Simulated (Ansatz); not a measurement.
# CH9ClSi3: the cost of one run

Method: RKS B3LYP/STO-3G, in Ansatz 0.2.0.

**1. The structure to begin with**

Bond lengths: Si1–Si2 2.229 Å, Si2–Si3 2.305 Å, Si3–C4 1.807 Å, C4–Cl5 1.724 Å, Si1–H6 1.539 Å, Si1–H7 1.474 Å, Si1–H8 1.513 Å, Si2–H9 1.532 Å, Si2–H10 1.489 Å, Si3–H11 1.490 Å, Si3–H12 1.535 Å, C4–H13 1.209 Å, C4–H14 1.097 Å. Angles (14 of 24 angles, heavy atoms first): Si1–Si2–Si3 104.6°, Si2–Si3–C4 111.6°, Si3–C4–Cl5 115.1°, Si1–Si2–H9 110.3°, Si1–Si2–H10 111.7°, Si3–Si2–H9 111.8°, Si3–Si2–H10 112.1°, Si2–Si1–H6 113.1°, Si2–Si1–H7 112.3°, Si2–Si1–H8 110.9°, Si2–Si3–H11 107.9°, Si2–Si3–H12 107.8°, C4–Si3–H11 113.7°, C4–Si3–H12 109.6°.

As a file:

```xyz
14

Si   -1.2775    1.5895    0.8209
Si    0.7118    0.6390    1.1515
Si    0.5851   -1.3750    0.0378
C     0.2623   -1.1405   -1.7243
Cl    1.4685   -0.2518   -2.5763
H    -1.3806    3.0009    1.4267
H    -2.3792    0.7972    1.3953
H    -1.5487    1.7735   -0.6562
H     0.9666    0.4457    2.6500
H     1.8204    1.4914    0.6412
H    -0.4330   -2.2159    0.7275
H     1.9251   -2.1004    0.2249
H    -0.7988   -0.5807   -1.8771
H     0.0647   -2.1022   -2.2131
```

**2. Relaxing end A**

Input file input.yaml:

```yaml
crystal:
  periodic: [false, false, false]
  atoms:
    - { symbol: Si, position_ang: [-1.2775, 1.5895, 0.8209] }
    - { symbol: Si, position_ang: [0.7118, 0.639, 1.1515] }
    - { symbol: Si, position_ang: [0.5851, -1.375, 0.0378] }
    - { symbol: C, position_ang: [0.2623, -1.1405, -1.7243] }
    - { symbol: Cl, position_ang: [1.4685, -0.2518, -2.5763] }
    - { symbol: H, position_ang: [-1.3806, 3.0009, 1.4267] }
    - { symbol: H, position_ang: [-2.3792, 0.7972, 1.3953] }
    - { symbol: H, position_ang: [-1.5487, 1.7735, -0.6562] }
    - { symbol: H, position_ang: [0.9666, 0.4457, 2.65] }
    - { symbol: H, position_ang: [1.8204, 1.4914, 0.6412] }
    - { symbol: H, position_ang: [-0.433, -2.2159, 0.7275] }
    - { symbol: H, position_ang: [1.9251, -2.1004, 0.2249] }
    - { symbol: H, position_ang: [-0.7988, -0.5807, -1.8771] }
    - { symbol: H, position_ang: [0.0647, -2.1022, -2.2131] }
basis:
  gaussian: { orbitals: STO-3G }
hamiltonian:
  xc: b3lyp
relax:
  f_tol: 0.015
  max_steps: 40
```

Started as:

```console
ansatz run input.yaml --threads 1 --pin off --max-ram 2048MiB --backend cpu --events-out ev --progress --plain --runs-dir out
```

Q: Estimate wall time and peak memory on 1 thread of Arm Neoverse V1, shared host.

About 52 s, with a peak of 0.13 GiB.
